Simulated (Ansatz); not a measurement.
# Zr2SbH: from a guess to a relaxed structure

The task: take a trial cell of Zr2SbH to zero force and stress.

Program: Ansatz 0.2.0. Level of theory: DFT PBE, scalar-relativistic, plane waves, PAW. These are calculated values, not measurements.

2 further runs of the same task are left out: 1 that didn't finish, 1 set aside as unsound or not needed.

## 1. The system as given

Symmetry: P-6m2, No. 187, hexagonal system. The conventional cell has a = 3.999 Å, b = 3.999 Å, c = 6.199 Å, α = 90.00°, β = 90.00°, γ = 120.00°. Around Zr (site symmetry 3m) lie 3 Sb at 2.78 Å and 3 H at 2.78 Å and 2 Zr at 3.10 Å. Sb (site symmetry -6m2) has 6 Zr at 2.78 Å as nearest neighbours. H (site symmetry -6m2) is surrounded by 6 Zr at 2.78 Å.

As a file:

```xyz
4
Lattice="3.9993 0.0000 0.0000 -1.9996 3.4635 0.0000 0.0000 0.0000 6.1989" Properties=species:S:1:pos:R:3 pbc="T T T"
Zr    0.0000    0.0000    4.6492
Zr    0.0000    0.0000    1.5497
Sb    1.9996    1.1545    3.0994
H     0.0000    2.3090    0.0000
```

The cell is invented: ordered mixture on the anion sites of nickel arsenide (P-6m2, No. 187). Lengths come from tabulated atomic sizes and are only a guess.

## 2. A first look at the guess

input.yaml reads:

```yaml
crystal:
  lattice:
    - [3.99928058, 0.0, 0.0]
    - [-1.99964029, 3.46347858, 0.0]
    - [0.0, 0.0, 6.19888489]
  atoms:
    - { symbol: Zr, position: [0.0, 0.0, 0.75] }
    - { symbol: Zr, position: [0.0, 0.0, 0.25] }
    - { symbol: Sb, position: [0.66666667, 0.33333333, 0.5] }
    - { symbol: H, position: [0.33333333, 0.66666667, 0.0] }
basis:
  ecutwfc: 420
kpoints:
  mp_grid: { grid: [6, 6, 4] }
hamiltonian:
  xc: pbe
scf:
  occupations: { method: gaussian, width: 0.1 }
  lower_state_search: "off"
output:
  forces: true
  stress: true
  eigenvalues: true
```

Launch:

```sh
> ansatz run input.yaml --threads 1 --pin off --max-ram 2048MiB --backend cpu --events-out ev --progress --plain --runs-dir out
```

Further runs follow: coarse relaxation; spin check on a coarse mesh; final relaxation; the kicked end on a coarse mesh; coarse relaxation (after the kick); another rough relaxation (after the kick).

Q: Predict the outcome of this session. Wanted: conventional cell; volume; energy over the elements; gap on the mesh.

The runs gave:

```
                                                              quantity                                                                       value
                          symmetry at the first end (tolerance 0.05 Å)                                                 space group P-6m2 (No. 187)
                                                     conventional cell  a = 3.265 Å, b = 3.265 Å, c = 7.672 Å, α = 90.00°, β = 90.00°, γ = 120.00°
                                                                volume                                                               17.71 Å³/atom
energy over the elements (uncorrected; H, N, O, F and Cl as molecules)                                                               -0.19 eV/atom
                                                       gap on the mesh                                                                none (metal)
```

What this shows: The space group P-6m2 (No. 187) is kept, and the volume per atom shrinks by 17.5 % from the first guess. A negative formation energy is needed for stability but isn't enough; other structures and compounds were not set against it here. No finished test with a distortion of lower symmetry is shown, so the end may be a saddle point. Spin-orbit coupling is left out for Sb. Other magnetic orders were not searched.
